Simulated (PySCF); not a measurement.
# C2H7FSi2: electronic excitations at several levels of theory, part 2 of 2

PySCF 2.14.0. Atoms count from 0. The steps go on from the part before.

### 9 Ultraviolet spectrum: LC-wPBE/def2-SVPD

The job: settings as JSON, then the geometry in Å.

```
{"job": {"kind": "uv", "xc": "LC-wPBE", "basis": "def2-SVPD", "ip": true}, "charge": 0, "multiplicity": 1}
F     -2.171531     1.758964     0.356340
C     -1.451257     0.621256     0.156929
C     -0.819932     0.000986     1.379128
Si     0.439810     0.648491     0.131931
Si     1.542580    -0.857941    -1.246322
H     -1.973967    -0.069194    -0.519220
H     -0.987816    -1.064734     1.568341
H     -0.899518     0.620385     2.280982
H      1.076249     1.930135     0.531978
H      2.743132    -1.439807    -0.572287
H      0.572811    -1.957013    -1.545356
H      1.971433    -0.217806    -2.526635
```

Level: TDDFT LC-wPBE/def2-SVPD, vertical, gas phase, core orbitals frozen in the response.

Log:

```text
coarse grid: 10848 points
cycle   1  E = -758.4194238468  dE =  3.962e-01  |g| = 4.737e-01  |ddm| = 3.979e+00
cycle   2  E = -758.4410506637  dE = -2.163e-02  |g| = 4.622e-01  |ddm| = 8.152e-01
cycle   3  E = -758.4747199890  dE = -3.367e-02  |g| = 5.506e-02  |ddm| = 3.446e-01
cycle   4  E = -758.4755492461  dE = -8.293e-04  |g| = 1.964e-02  |ddm| = 1.253e-01
cycle   5  E = -758.4756747332  dE = -1.255e-04  |g| = 6.419e-03  |ddm| = 4.845e-02
cycle   6  E = -758.4756878230  dE = -1.309e-05  |g| = 1.033e-03  |ddm| = 1.416e-02
cycle   7  E = -758.4756888327  dE = -1.010e-06  |g| = 3.320e-04  |ddm| = 4.978e-03
final grid: 95480 points
cycle   8  E = -758.6047226711  dE = -2.338e-05  |g| = 9.418e-03  |ddm| = 5.102e-02
cycle   9  E = -758.6047210429  dE =  1.628e-06  |g| = 1.054e-02  |ddm| = 1.306e-02
cycle  10  E = -758.6047384063  dE = -1.736e-05  |g| = 2.940e-04  |ddm| = 6.263e-03
cycle  11  E = -758.6047385024  dE = -9.606e-08  |g| = 1.396e-04  |ddm| = 9.158e-04
cycle  12  E = -758.6047385116  dE = -9.159e-09  |g| = 5.317e-05  |ddm| = 3.437e-04
cycle  13  E = -758.6047385129  dE = -1.362e-09  |g| = 1.283e-05  |ddm| = 1.276e-04
cycle  14  E = -758.6047385131  dE = -1.678e-10  |g| = 3.720e-06  |ddm| = 6.120e-05
converged SCF energy = -758.6047385131

Static polarisability (au): isotropic 81.742, principal 69.387 74.297 101.543

Singlet excitations
state   eV       nm        f      main configurations
  1   6.2755    197.6   0.21115   H->L 0.84
  2   6.2917    197.1   0.01921   H->L+2 0.39, H->L+1 0.22, H->L+4 0.19
  3   6.7345    184.1   0.00346   H->L+4 0.52, H->L+1 0.13, H->L+9 0.08
  4   6.9113    179.4   0.01558   H-1->L 0.73, H->L+2 0.10
  5   7.3837    167.9   0.00066   H->L+3 0.63
  6   7.5188    164.9   0.03135   H->L+1 0.30, H->L+2 0.17, H->L+3 0.14
  7   7.5775    163.6   0.05199   H-1->L+2 0.21, H-1->L+1 0.17, H->L+2 0.09
  8   7.8787    157.4   0.00266   H-2->L 0.59, H->L+5 0.13
  9   7.9897    155.2   0.00915   H-1->L+4 0.33, H->L+5 0.26, H-2->L 0.13
 10   8.0856    153.3   0.04946   H->L+6 0.34, H->L+5 0.23, H-1->L+4 0.10

Triplet excitations (Tamm-Dancoff, eV): 4.6053 5.7992 6.0039 6.3968
Vertical ionisation energy (delta-SCF) = 9.0641 eV
```

It took 60 s on 1 thread of Arm Neoverse V1, shared host; peak memory 0.78 GiB.

This run: HOMO -9.54 eV, LUMO 1.59 eV; lowest singlet 6.28 eV.

### 10 Ultraviolet spectrum: PBE0/6-31G*

The job, as its differences from that of step 9:

```diff
@@ -1,2 +1,2 @@
-{"job": {"kind": "uv", "xc": "LC-wPBE", "basis": "def2-SVPD", "ip": true}, "charge": 0, "multiplicity": 1}
+{"job": {"kind": "uv", "xc": "PBE0", "basis": "6-31G*"}, "charge": 0, "multiplicity": 1}
 F     -2.171531     1.758964     0.356340
```

Method: TDDFT PBE0/6-31G*, vertical, gas phase, core orbitals frozen in the response.

Log:

```text
coarse grid: 10848 points
cycle   1  E = -758.7055140121  dE =  3.283e-01  |g| = 4.889e-01  |ddm| = 3.033e+00
cycle   2  E = -758.6645897390  dE =  4.092e-02  |g| = 6.715e-01  |ddm| = 1.148e+00
cycle   3  E = -758.7552328598  dE = -9.064e-02  |g| = 3.510e-02  |ddm| = 7.345e-01
cycle   4  E = -758.7554704032  dE = -2.375e-04  |g| = 1.777e-02  |ddm| = 6.240e-02
cycle   5  E = -758.7555547351  dE = -8.433e-05  |g| = 4.997e-03  |ddm| = 2.543e-02
cycle   6  E = -758.7555611073  dE = -6.372e-06  |g| = 1.100e-03  |ddm| = 5.644e-03
final grid: 95480 points
cycle   7  E = -758.7129866952  dE = -1.298e-05  |g| = 6.415e-03  |ddm| = 1.371e-02
cycle   8  E = -758.7129740556  dE =  1.264e-05  |g| = 9.837e-03  |ddm| = 1.379e-02
cycle   9  E = -758.7129960934  dE = -2.204e-05  |g| = 3.091e-04  |ddm| = 8.821e-03
cycle  10  E = -758.7129961242  dE = -3.073e-08  |g| = 1.253e-04  |ddm| = 6.280e-04
cycle  11  E = -758.7129961285  dE = -4.284e-09  |g| = 3.893e-05  |ddm| = 1.684e-04
cycle  12  E = -758.7129961288  dE = -3.624e-10  |g| = 7.327e-06  |ddm| = 4.817e-05
converged SCF energy = -758.7129961288

Static polarisability (au): isotropic 71.702, principal 57.381 64.711 93.015

Singlet excitations
state   eV       nm        f      main configurations
  1   5.7048    217.3   0.00662   H->L+1 0.96
  2   5.8528    211.8   0.14901   H->L 0.88
  3   6.2260    199.1   0.00685   H->L+2 0.92
  4   6.5366    189.7   0.01700   H-1->L 0.90
  5   6.9953    177.2   0.00248   H->L+3 0.72, H-1->L+1 0.23
  6   7.1700    172.9   0.04940   H-1->L+1 0.65, H->L+3 0.19
  7   7.4907    165.5   0.03018   H-2->L 0.84, H-1->L+2 0.11
  8   7.6092    162.9   0.23338   H-1->L+2 0.66, H-2->L 0.13, H-1->L+3 0.09
  9   7.9610    155.7   0.01647   H->L+4 0.80, H-1->L+3 0.09
 10   8.2455    150.4   0.18332   H-1->L+3 0.76, H-1->L+2 0.08

Triplet excitations (Tamm-Dancoff, eV): 4.3097 5.4055 5.7223 5.8785
```

Run time: 9.4 s. Hardware: 1 thread of Arm Neoverse V1, shared host; peak memory 0.52 GiB.

This run: HOMO -6.69 eV, LUMO -0.12 eV; lowest singlet 5.70 eV.

### 11 Excited states and response: PBE0/def2-SVP

The job, as its differences from that of step 10:

```diff
@@ -1,2 +1,2 @@
-{"job": {"kind": "uv", "xc": "PBE0", "basis": "6-31G*"}, "charge": 0, "multiplicity": 1}
+{"job": {"kind": "uv", "xc": "PBE0", "basis": "def2-SVP"}, "charge": 0, "multiplicity": 1}
 F     -2.171531     1.758964     0.356340
```

Method: TDDFT PBE0/def2-SVP, vertical, gas phase, core orbitals frozen in the response.

Log:

```text
coarse grid: 10848 points
cycle   1  E = -758.2958277973  dE =  2.944e-01  |g| = 4.744e-01  |ddm| = 3.348e+00
cycle   2  E = -758.2587362380  dE =  3.709e-02  |g| = 6.462e-01  |ddm| = 1.153e+00
cycle   3  E = -758.3420583179  dE = -8.332e-02  |g| = 3.704e-02  |ddm| = 7.231e-01
cycle   4  E = -758.3422987728  dE = -2.405e-04  |g| = 1.627e-02  |ddm| = 5.530e-02
cycle   5  E = -758.3423611504  dE = -6.238e-05  |g| = 5.421e-03  |ddm| = 2.422e-02
cycle   6  E = -758.3423688671  dE = -7.717e-06  |g| = 9.667e-04  |ddm| = 6.142e-03
final grid: 95480 points
cycle   7  E = -758.4383835756  dE = -1.539e-05  |g| = 5.483e-03  |ddm| = 1.796e-02
cycle   8  E = -758.4383744309  dE =  9.145e-06  |g| = 8.316e-03  |ddm| = 1.235e-02
cycle   9  E = -758.4383905139  dE = -1.608e-05  |g| = 3.114e-04  |ddm| = 8.001e-03
cycle  10  E = -758.4383905474  dE = -3.344e-08  |g| = 1.103e-04  |ddm| = 6.816e-04
cycle  11  E = -758.4383905510  dE = -3.644e-09  |g| = 4.077e-05  |ddm| = 1.771e-04
cycle  12  E = -758.4383905514  dE = -3.881e-10  |g| = 6.949e-06  |ddm| = 5.071e-05
converged SCF energy = -758.4383905514

Static polarisability (au): isotropic 75.491, principal 61.753 68.899 95.821

Singlet excitations
state   eV       nm        f      main configurations
  1   5.6568    219.2   0.00367   H->L+1 0.98
  2   5.8753    211.0   0.16727   H->L 0.90
  3   6.4090    193.5   0.00447   H->L+2 0.78, H-1->L 0.13
  4   6.5964    188.0   0.02017   H-1->L 0.78, H->L+3 0.09
  5   6.8995    179.7   0.00073   H->L+3 0.69, H-1->L+1 0.17, H->L+2 0.10
  6   7.1140    174.3   0.07802   H-1->L+1 0.68, H->L+3 0.12
  7   7.4687    166.0   0.00238   H-2->L 0.93
  8   7.6238    162.6   0.00457   H->L+4 0.92
  9   7.7221    160.6   0.09586   H-1->L+2 0.42, H-1->L+3 0.27, H->L+5 0.22
 10   7.7958    159.0   0.02301   H->L+5 0.57, H-1->L+2 0.26, H-2->L+1 0.11

Triplet excitations (Tamm-Dancoff, eV): 4.3413 5.3552 5.7610 5.9796
```

It took 12 s on 1 thread of Arm Neoverse V1, shared host; peak memory 0.59 GiB.

In short: HOMO -6.87 eV, LUMO -0.26 eV; lowest singlet 5.66 eV.

### 12 Comparing the runs: electronic excitations

Excitations and ground-state properties, with basis size and wall time:

| run | lowest singlet (eV) | brightest (eV) | f | gap (eV) | α (Å³) | μ (D) | functions | time |
| --- | --- | --- | --- | --- | --- | --- | --- | --- |
| LDA/def2-SVPD | 4.99 | 5.26 | 0.108 | 4.55 | 13.33 | 1.74 | 167 | 68 s |
| PBE/def2-SVPD | 5.02 | 5.26 | 0.115 | 4.57 | 13.10 | 1.66 | 167 | 99 s |
| B3LYP/def2-SVPD | 5.52 | 5.65 | 0.158 | 6.12 | 12.65 | 1.90 | 167 | 85 s |
| PBE0/def2-SVPD | 5.60 | 5.74 | 0.174 | 6.50 | 12.57 | 1.85 | 167 | 75 s |
| BHandHLYP/def2-SVPD | 6.11 | 6.11 | 0.188 | 8.39 | 12.14 | 2.12 | 167 | 47 s |
| CAM-B3LYP/def2-SVPD | 5.94 | 5.99 | 0.136 | 8.80 | 12.40 | 2.05 | 167 | 89 s |
| wB97X-D/def2-SVPD | 5.94 | 5.98 | 0.174 | 10.00 | 12.42 | 1.95 | 167 | 69 s |
| LC-wPBE/def2-SVPD | 6.28 | 6.28 | 0.211 | 11.13 | 12.11 | 2.04 | 167 | 60 s |
| PBE0/6-31G* | 5.70 | 7.61 | 0.233 | 6.57 | 10.63 | 1.47 | 92 | 9.4 s |
| PBE0/def2-SVP | 5.66 | 5.88 | 0.167 | 6.60 | 11.19 | 1.58 | 113 | 12 s |

### 13 Summary of results

What follows sums up all 2 parts.

| quantity | value |
| --- | --- |
| lowest singlet (LDA/def2-SVPD) | 4.99 eV (248 nm), f = 0.002 |
| brightest single state of those computed | state 2, 5.26 eV, f = 0.108 |
| lowest triplet | 4.22 eV |
| vertical ionisation energy (ΔSCF) | 8.91 eV |
| vertical electron affinity (ΔSCF) | -0.92 eV (unbound: the value hangs on the basis) |
| range of the lowest singlet | 4.99 to 6.28 eV |

**Reading.** Single values in the summary come from the first sound run of each kind (LDA/def2-SVPD), which need not be the best level. The lowest singlet, at 4.99 eV, is HOMO→LUMO+1 0.98 and is weak; of the 10 states computed, the strongest absorption comes from state 2 at 5.26 eV (the last state computed absorbs too, and its partners may lie past the list). The lowest triplet lies 0.78 eV below the lowest singlet (triplets in Tamm-Dancoff, singlets in full TDDFT). The orbital energy would give 5.93 eV for ionisation, ΔSCF gives 8.91 eV. The lowest singlet runs from 4.99 eV (LDA/def2-SVPD) to 6.28 eV (LC-wPBE/def2-SVPD), while the orbital gap spans 4.55 to 11.13 eV. The lowest state need not be the same one in every run. The runs solved for a few states only, so the brightest column depends on that window.
